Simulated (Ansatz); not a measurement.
**C₂H₇GeN: small, medium and large basis sets**

An exercise on one series of results from a longer session: the logs are not shown, and one member is left open.

Program: Ansatz 0.2.0, Gaussian basis. Level of theory: one geometry, several basis sets. These are calculated values, not measurements.

Plan: PBE0-D4/def2-SVP; ωB97M-V/def2-SVP; PBE0-D4/def2-QZVPP; ωB97M-V/def2-QZVPP; the functionals' def2-TZVPP values are taken from earlier runs.

## Structure used throughout

An earlier PBE0-D4 in a triple-zeta def2 set relaxation fixed the geometry.

11 atoms, charge 0, spin multiplicity 1.

Atoms are counted from 1 here; the program's logs count them from 0.

Bond lengths: C1–N2 1.445 Å, C1–H5 1.098 Å, C1–H6 1.098 Å, C1–H7 1.091 Å, N2–C3 1.443 Å, N2–Ge4 1.823 Å, C3–H8 1.088 Å, C3–H9 1.098 Å, C3–H10 1.098 Å, Ge4–H11 1.602 Å. Angles: N2–C1–H5 111.1°, N2–C1–H6 111.1°, N2–C1–H7 110.4°, H5–C1–H6 107.4°, H5–C1–H7 108.3°, H6–C1–H7 108.3°, C1–N2–C3 112.4°, C1–N2–Ge4 119.9°, C3–N2–Ge4 127.7°, N2–C3–H8 110.3°, N2–C3–H9 110.9°, N2–C3–H10 110.9°, H8–C3–H9 108.7°, H8–C3–H10 108.7°, H9–C3–H10 107.2°, N2–Ge4–H11 93.2°.

Set-up of the first run:

Input file in.yaml:

```yaml
crystal:
  periodic: [false, false, false]
  atoms:
    - {symbol: C, position_ang: [-0.346093, 1.300431, -0.339492]}
    - {symbol: N, position_ang: [-0.298354, -0.134641, -0.176277]}
    - {symbol: C, position_ang: [0.851545, -0.563699, 0.583445]}
    - {symbol: Ge, position_ang: [-1.607732, -1.175489, -0.901711]}
    - {symbol: H, position_ang: [0.547769, 1.669747, -0.858962]}
    - {symbol: H, position_ang: [-0.393201, 1.808021, 0.632819]}
    - {symbol: H, position_ang: [-1.223998, 1.589179, -0.920050]}
    - {symbol: H, position_ang: [0.849605, -1.646676, 0.691945]}
    - {symbol: H, position_ang: [0.852727, -0.109344, 1.583408]}
    - {symbol: H, position_ang: [1.784235, -0.260957, 0.088611]}
    - {symbol: H, position_ang: [-0.951003, -2.533572, -0.363035]}
basis:
  gaussian: {orbitals: def2-SVP}
hamiltonian: {xc: pbe0, dispersion: d4}
output: {orbitals: {seedname: orbitals}}
```

Command:

```bash
ansatz run in.yaml --threads 4 --pin off --events-out ev --progress --plain --max-ram 10444MiB
```

Among the steps run: PBE0-D4 in def2-SVP; ωB97M-V in def2-SVP; PBE0-D4 in def2-QZVPP; ωB97M-V in def2-QZVPP.

One table of the session follows, with a row left open; its other results are not shown here.

It belongs to the step «Density functionals: the series». 

```
functional       basis  HOMO (eV)  LUMO (eV)
   PBE0-D4    def2-SVP      -6.36      -1.50
   PBE0-D4  def2-TZVPP      -6.42      -1.58
   PBE0-D4  def2-QZVPP      -6.46      -1.68
   ωB97M-V    def2-SVP      -8.51       0.44
   ωB97M-V  def2-TZVPP          ?          ?
   ωB97M-V  def2-QZVPP      -8.63       0.12
```

Estimate the missing values for ωB97M-V, def2-TZVPP.

The run gave: HOMO (eV): -8.60; LUMO (eV): 0.33. In the column «HOMO (eV)» it lies between ωB97M-V, def2-QZVPP (-8.63) and ωB97M-V, def2-SVP (-8.51).
